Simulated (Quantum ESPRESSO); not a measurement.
A Quantum ESPRESSO 7.5 run (PBE+D3(BJ)) on a crystal of composition Ag lists these optical modes at the zone centre:

```
symmetry  cm⁻¹  components  active in
     T2g   111           3      Raman
     T1u   176           3         IR
```

**Question.** How many atoms does the primitive cell hold, does the crystal have a centre of inversion, and what is its point group?

**Answer.** 6 optical and 3 acoustic modes make 3 atoms. The labels g and u show a centre of inversion, so no mode is both infrared and Raman active. The point group is m-3m (space group Fm-3m, No. 225).

The cell:

```yaml
crystal:
  lattice:
    - [0.00000, 3.13296, 3.13296]
    - [3.13296, 0.00000, 3.13296]
    - [3.13296, 3.13296, 0.00000]
  atoms:
    - { symbol: Ag, position: [0.25000, 0.25000, 0.25000] }
    - { symbol: Ag, position: [0.75000, 0.75000, 0.75000] }
    - { symbol: Ag, position: [0.00000, 0.00000, 0.00000] }
```
